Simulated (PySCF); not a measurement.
# The bond of CaBe+, level by level

An exercise on one series of results from a longer session: the logs are not shown, and one member is left open.

Method: Ca def2-SVPD, Be def2-SVPD, no relativity; program: PySCF 2.14.0.

The first run:

Settings of the job:

```yaml
atoms: Ca, Be
charge: 1
basis: Ca def2-SVPD, Be def2-SVPD
Hamiltonian: no relativity
basis_functions: 39
electrons_treated: 23
masses_in_u: 39.9626, 9.0122
levels: PBE0, PBE, r²SCAN, BLYP, BP86, PBEsol, LC-ωPBE, HF, MP2, SCS-MP2, CCSD, CCSD(T)
grid: 80 radial by 434 angular points
occupations: held fixed by the projection of orbital angular momentum
dissociation_limit: Ca+ + Be, each in its ground configuration
starting_distance_in_angstrom: 2.650
values_of_2S_to_try: 1, 3
```

Launch:

```sh
OMP_NUM_THREADS=1 python dia.py task.json out
```

Steps of the session up to this table: The job; The PBE0 curve of the state that the search chose; Higher solutions at PBE0; PBE (GGA); r²SCAN (meta-GGA); BLYP (GGA); BP86 (GGA); PBEsol; LC-ωPBE (range-separated hybrid); ROHF (mean field); MP2 and coupled cluster.

One of the session's tables, all rows but one given; the rest of the session is left out.

It belongs to the step «The curves together». Energy (eV) from each level's lowest point:

| R (Å) | ROHF | ROHF-MP2 | ROHF-SCS-MP2 | ROHF-CCSD | ROHF-CCSD(T) |
| --- | --- | --- | --- | --- | --- |
| 2.605 | 0.602 | 0.505 | 0.520 | n/a | n/a |
| 2.726 | 0.370 | 0.296 | 0.308 | 0.288 | 0.279 |
| 2.847 | 0.212 | 0.158 | 0.167 | 0.153 | 0.146 |
| 2.938 | 0.131 | 0.090 | 0.097 | 0.086 | 0.081 |
| 3.029 | 0.074 | 0.044 | 0.049 | 0.042 | 0.038 |
| 3.120 | ? | ? | ? | ? | ? |
| 3.241 | 0.009 | 0.000 | 0.000 | 0.000 | 0.000 |
| 3.393 | 0.000 | 0.003 | 0.000 | 0.003 | 0.006 |
| 3.574 | 0.012 | 0.028 | 0.021 | 0.026 | 0.032 |
| 3.817 | 0.048 | 0.077 | 0.067 | n/a | n/a |

Estimate the missing values for R (Å) = 3.120.

Worked estimate for «ROHF». A straight line through the neighbours (3.029, 0.074) and (3.241, 0.009) gives 0.074 + (0.009 − 0.074) × (3.120 − 3.029) / (3.241 − 3.029) = 0.046; a parabola fitted to 4 rows on both sides gives 0.038.

As computed: ROHF: 0.037; ROHF-MP2: 0.016; ROHF-SCS-MP2: 0.019; ROHF-CCSD: 0.015; ROHF-CCSD(T): 0.013. In «ROHF» the line misses by +0.009 and the parabola by +0.001.
